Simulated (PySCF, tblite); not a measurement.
# C₄H₆N₂S: geometry, infrared bands and NMR shifts

What infrared bands and NMR shifts should C₄H₆N₂S (`Cc1nnsc1C`) show?

Programs: tblite 0.8.0 and PySCF 2.14.0, with density-fitted response routines of our own. Each step states its level of theory. These are calculated values for one molecule in the gas phase, unless marked as measured. Atoms are numbered from 0 throughout.

## (1) The starting structure

13 atoms, charge 0, multiplicity 1; geometry from: force field or distance geometry start.

Bonds of the start (Å): C0–C1 1.51, C1–N2 1.29, N2–N3 1.29, N3–S4 1.75, S4–C5 1.67, C5–C6 1.50, C5–C1 1.37, C0–H7 1.11, C0–H8 1.11, C0–H9 1.14, C6–H10 1.11, C6–H11 1.12, C6–H12 1.13.

## (2) Optimising the geometry with GFN2-xTB

What the job is given:

```
{"job": {"kind": "relax", "xc": "GFN2-xTB", "basis": "xTB"}, "charge": 0, "multiplicity": 1}
C     -1.359200    -0.947400    -0.097100
C     -0.757400     0.432200    -0.067900
N     -1.432500     1.536100    -0.114400
N     -0.801700     2.661200    -0.084600
S      0.888900     2.252600     0.062700
C      0.597600     0.608200     0.041300
C      1.634400    -0.477000     0.125600
H     -0.993000    -1.408100    -1.033400
H     -1.000600    -1.491400     0.802000
H     -2.494400    -0.888900    -0.107500
H      2.653300    -0.051900     0.022100
H      1.494000    -1.235600    -0.691800
H      1.566300    -0.989500     1.125400
```

On the command line:

```sh
OMP_NUM_THREADS=1 python probes_run.py task.json out
```

One launch serves the whole session: the jobs run in the order shown.

**Question.** This job is followed by: GFN2-xTB harmonic vibrations, gas phase; GIAO PBE0/pcSseg-1 NMR shielding, non-relativistic, gas phase. Predict these results of the whole session: strongest single infrared mode (GFN2-xTB); zero-point energy (GFN2-xTB); 13C shifts against TMS (PBE0/pcSseg-1); 1H shifts against TMS (PBE0/pcSseg-1, means over atoms taken as alike); 15N shifts against NH3 (PBE0/pcSseg-1); 33S shifts against CS2 (PBE0/pcSseg-1).

As calculated:

| quantity | value |
| --- | --- |
| strongest single infrared mode (GFN2-xTB) | 1379 cm⁻¹, 147 km/mol |
| zero-point energy (GFN2-xTB) | 60.5 kcal/mol |
| 13C shifts against TMS (PBE0/pcSseg-1) | 159.5, 156.0, 14.3, 12.1 ppm |
| 1H shifts against TMS (PBE0/pcSseg-1, means over atoms taken as alike) | 2.87, 2.66 ppm |
| 15N shifts against NH3 (PBE0/pcSseg-1) | 481.5, 449.5 ppm |
| 33S shifts against CS2 (PBE0/pcSseg-1) | 561 ppm |

What this shows: The optimisation took 29 steps and gained 0.396 eV; among the close pairs (by a distance rule), N3–S4 changed most, from 1.746 to 1.662 Å. No mode is imaginary among the 33: a minimum at this level. The strongest single mode, at 1379 cm⁻¹, is spread over many atoms; the largest shares are those of N2, N3. GFN2-xTB is a fitted tight-binding method: band positions and strengths are rough. Its intensities can rank the bands wrongly. At PBE0/pcSseg-1: The largest span, 719 ppm, is at N2, where the paramagnetic term is -541 ppm. NICS(1)zz of -30 ppm above the planar ring from C1 marks a diatropic (aromatic) ring current.
